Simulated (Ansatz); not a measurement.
# H3SiZr: the cost of one run

Program: Ansatz 0.2.0, Gaussian basis. Level of theory: def2-SVP, all electrons in the functionals, frozen cores in the correlation of double hybrids and RPA. These are calculated values, not measurements.

To be run: wB97M-V, B2PLYP, RPA-PBE, at charge 0, sextet; charge 0, quartet; charge 0, octet; charge 1, quintet; charge 1, septet; displaced geometry v1; displaced geometry v2 (not every functional at every point).

27 further runs of the same task are left out: 9 that didn't finish, 18 set aside as unsound or not needed. Runs told in other sessions of the task aren't counted.

**1. What is computed**

The geometry is a PBE0/def2-TZVP stationary point (not a proven minimum). No spin-orbit coupling is included. Elements past krypton take def2 core potentials.

5 atoms, charge 0, spin multiplicity 6.

Atoms are counted from 1 here; the program's logs count them from 0.

Bond lengths: Zr1–Si2 2.786 Å, Si2–H3 1.492 Å, Si2–H4 1.492 Å, Si2–H5 1.492 Å. Angles: Zr1–Si2–H3 106.6°, Zr1–Si2–H4 109.0°, Zr1–Si2–H5 109.0°, H3–Si2–H4 110.8°, H3–Si2–H5 110.8°, H4–Si2–H5 110.7°.

No dispersion term is added; wB97M-V holds VV10 nonlocal correlation.

The geometry shown and the zero of energy belong to the point charge 0, sextet. The yardstick, UCCSD(T), and other wave-function levels (R restricted, U unrestricted, valence and pair active spaces) come from earlier runs.

**2. wB97M-V, charge 0, sextet**

File in.yaml:

```yaml
crystal:
  periodic: [false, false, false]
  atoms:
    - {symbol: Zr, position_ang: [0.000000, 0.000275, 0.719937]}
    - {symbol: Si, position_ang: [0.000000, 0.000386, -2.065923]}
    - {symbol: H, position_ang: [0.000029, -1.430191, -2.491203]}
    - {symbol: H, position_ang: [1.227362, 0.697273, -2.550771]}
    - {symbol: H, position_ang: [-1.227389, 0.697224, -2.550771]}
basis:
  gaussian: {orbitals: def2-SVP}
magnetization: {spin_polarized: true, initial_magnetization: 5}
hamiltonian: {xc: {name: wB97M-V}}
output: {orbitals: {seedname: orbitals}}
```

Started as:

```
$ ansatz run in.yaml --threads 1 --pin off --events-out ev --progress --plain --max-ram 2393MiB
```

**Question.** How long does this run take on 1 thread of Arm Neoverse V2, shared host, and how much memory does it need?

About 3.5 min, with a peak of 0.35 GiB.
